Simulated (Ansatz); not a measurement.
# Lanthanum, hcp under m-r²SCAN: from relaxation to bulk modulus

Aim: take lanthanum in the hcp structure, relax it, solve it on a dense k-mesh, then scale the cell to 7 volumes from 88 to 112 % of the relaxed one and try a fit of the equation of state. The start is ferromagnetic. The k-meshes are 10×10×5 for the relaxation; 16×16×9 for the dense run; 11×11×6 for the volumes.

Computed with Ansatz 0.2.0 (DFT m-r2SCAN, plane waves (500 eV) with PAW, scalar-relativistic; the PAW data stem from PBE, with regenerated cores; m-r²SCAN is r²SCAN on the gauge-invariant kinetic-energy density, unless a step says otherwise).

## 1. The starting structure

Symmetry: P6_3/mmc, No. 194, hexagonal system. The conventional cell has a = 3.754 Å, b = 3.754 Å, c = 6.131 Å, α = 90.00°, β = 90.00°, γ = 120.00°. Around La (site symmetry -6m2) lie 12 La at 3.75 Å.

Coordinates:

```cif
data_structure
_symmetry_space_group_name_H-M 'P 1'
_symmetry_Int_Tables_number 1
_cell_length_a 3.7542
_cell_length_b 3.7542
_cell_length_c 6.1307
_cell_angle_alpha 90.000
_cell_angle_beta 90.000
_cell_angle_gamma 120.000
_cell_volume 74.83
loop_
_atom_site_label
_atom_site_type_symbol
_atom_site_fract_x
_atom_site_fract_y
_atom_site_fract_z
_atom_site_occupancy
La1 La 0.33333 0.66667 0.25000 1
La2 La 0.66667 0.33333 0.75000 1
```

Starting moments (μB): +1 ×2.

## 2. Geometry optimisation

input.yaml

```yaml
crystal:
  lattice:
    - [3.7542362609, 0.0, 0.0]
    - [-1.8771181304, 3.2512639737, 0.0]
    - [0.0, 0.0, 6.130667814]
  atoms:
    - { symbol: La, position: [0.3333333333, 0.6666666667, 0.25], spin: 1.0 }
    - { symbol: La, position: [0.6666666667, 0.3333333333, 0.75], spin: 1.0 }
hamiltonian:
  xc: mr2scan
  pseudopotentials:
    kind: paw
    azcp:
      La: "pseudopotentials/La.paw.azcp"
basis:
  ecutwfc: 500
  fft_grid_basis: typed
kpoints:
  mp_grid: { grid: [10, 10, 5], shift: [0, 0, 0] }
magnetization:
  spin_polarized: true
scf:
  occupations: { method: fermi_dirac, width: 0.05 }
relax:
  max_steps: 60
  f_tol: 0.01
  cell: {}
```

Command:

```console
> ansatz run input.yaml --threads 2 --pin off --max-ram 6144MiB --backend cpu --events-out ev --progress --plain --runs-dir out
```

Further steps of the session: Dense single point; At 88 % of the relaxed volume; At 92 % of the relaxed volume; At 96 % of the relaxed volume; At 100 % of the relaxed volume; At 104 % of the relaxed volume; At 108 % of the relaxed volume; At 112 % of the relaxed volume.

Q: Predict the outcome of this session. Wanted: space group; conventional cell; volume; shortest distance; gap on the mesh; magnetic state; relative to dhcp.

The runs gave:

| quantity | value |
| --- | --- |
| space group (spins left aside) | P6_3/mmc (No. 194) |
| conventional cell | a = 3.828 Å, c = 6.004 Å (c/a = 1.568) |
| volume | 38.106 Å³/atom |
| shortest distance | 3.728 Å |
| gap on the mesh | none (levels filled in part) |
| magnetic state | non-magnetic |
| relative to dhcp | +30 meV/atom |

What this shows: The relaxation enlarged the cell by 1.8 % in volume. It lies 30 meV/atom above the element's reference form at the same level (dhcp, from a run of its own). The starting moments do not survive. No gap shows: it is a metal or semimetal at this level. Relaxation kept the symmetry; phonons were not checked.
